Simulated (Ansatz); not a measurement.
# CHBFN: one structure at several levels

The atoms stand at a structure displaced at random from a GFN2-xTB minimum. How far do the functionals agree with CCSD(T) there?

The runs use Ansatz 0.2.0, Gaussian basis; single points in def2-TZVPP.

Cores are frozen in the correlated methods.

## 1. Starting geometry

SMILES `FB1C=N1`, 5 atoms, charge 0, spin multiplicity 1.

Atoms are counted from 1 here; the program's logs count them from 0.

Bond lengths: F1–B2 1.149 Å, B2–C3 1.359 Å, B2–N4 1.545 Å, C3–N4 1.415 Å, C3–H5 1.083 Å. Angles: F1–B2–C3 154.0°, F1–B2–N4 147.7°, C3–B2–N4 57.9°, B2–C3–N4 67.7°, B2–C3–H5 162.9°, N4–C3–H5 128.3°, B2–N4–C3 54.4°.

As a file:

```xyz
5
charge 0, multiplicity 1
F     0.13870   -1.34350    1.28750
B    -0.00670   -0.58540    0.43680
C     0.22810    0.58830   -0.20620
N    -0.84070   -0.13740   -0.78440
H     0.69950    1.49330   -0.56880
```

## 2. CCSD(T)/def2-TZVPP

run/in.yaml reads:

```yaml
crystal:
  periodic: [false, false, false]
  atoms:
    - {symbol: F, position_ang: [0.138700, -1.343500, 1.287500]}
    - {symbol: B, position_ang: [-0.006700, -0.585400, 0.436800]}
    - {symbol: C, position_ang: [0.228100, 0.588300, -0.206200]}
    - {symbol: N, position_ang: [-0.840700, -0.137400, -0.784400]}
    - {symbol: H, position_ang: [0.699500, 1.493300, -0.568800]}
basis:
  gaussian: {orbitals: def2-TZVPP}
correlation: {method: ccsd_t}
output: {forces: true}
```

The command line of these runs was not kept.

## 3. PBE0-D4/def2-TZVPP

run/in.yaml, as its differences from that of step 2:

```diff
@@ -10,3 +10,3 @@
   gaussian: {orbitals: def2-TZVPP}
-correlation: {method: ccsd_t}
-output: {forces: true}
+hamiltonian: {xc: pbe0, dispersion: d4}
+output: {forces: true, orbitals: {seedname: orbitals}}
```

## 4. wB97M-V/def2-TZVPP

run/in.yaml, as its differences from that of step 3:

```diff
@@ -10,3 +10,3 @@
   gaussian: {orbitals: def2-TZVPP}
-hamiltonian: {xc: pbe0, dispersion: d4}
-output: {forces: true, orbitals: {seedname: orbitals}}
+hamiltonian: {xc: {name: wB97M-V}}
+output: {forces: true}
```

## 5. r2SCAN-D4/def2-TZVPP

run/in.yaml, as its differences from that of step 4:

```diff
@@ -10,3 +10,3 @@
   gaussian: {orbitals: def2-TZVPP}
-hamiltonian: {xc: {name: wB97M-V}}
+hamiltonian: {xc: r2scan, dispersion: d4}
 output: {forces: true}
```

## 6. PBE-D4/def2-TZVPP

run/in.yaml, as its differences from that of step 5:

```diff
@@ -10,3 +10,3 @@
   gaussian: {orbitals: def2-TZVPP}
-hamiltonian: {xc: r2scan, dispersion: d4}
+hamiltonian: {xc: pbe, dispersion: d4}
 output: {forces: true}
```

## 7. CAM-B3LYP-D4/def2-TZVPP

run/in.yaml, as its differences from that of step 6:

```diff
@@ -10,3 +10,3 @@
   gaussian: {orbitals: def2-TZVPP}
-hamiltonian: {xc: pbe, dispersion: d4}
+hamiltonian: {xc: {name: CAM-B3LYP}, dispersion: d4}
 output: {forces: true}
```

## 8. r2SCAN0-D4/def2-TZVPP

run/in.yaml, as its differences from that of step 7:

```diff
@@ -10,3 +10,3 @@
   gaussian: {orbitals: def2-TZVPP}
-hamiltonian: {xc: {name: CAM-B3LYP}, dispersion: d4}
+hamiltonian: {xc: {name: r2SCAN0}, dispersion: d4}
 output: {forces: true}
```

(Steps that only read results are left out.)

What does the calculation give? Wanted: energy less free atoms, CCSD(T)/def2-TZVPP; RMS force component; RMS force error; HOMO and LUMO, PBE0-D4; T1 diagnostic.

**Answer**, as computed:

| quantity | value |
| --- | --- |
| energy less free atoms, CCSD(T)/def2-TZVPP | -20.749 eV |
| RMS force component | 4.663 to 4.799 eV/Å over the methods |
| RMS force error | PBE0-D4 0.430, wB97M-V 0.400, r2SCAN-D4 0.265, PBE-D4 0.172, CAM-B3LYP-D4 0.523, r2SCAN0-D4 0.546 eV/Å |
| HOMO and LUMO, PBE0-D4 | -7.55 and -1.76 eV |
| T1 diagnostic | 0.015 |

In words: Against CCSD(T) the functionals' energies less atoms differ by -2.055 to -0.315 eV, PBE-D4 by -2.055 eV. A larger basis would deepen the CCSD(T) value, while the functionals are nearly converged already, so the order here is not reliable. For forces PBE-D4 does best and r2SCAN0-D4 worst. Frozen-core CCSD(T) forces in triple zeta carry basis errors of their own, and this is one geometry, so small gaps rank nothing. The restricted Hartree–Fock reference is unstable towards an unrestricted one at one or more of these structures.
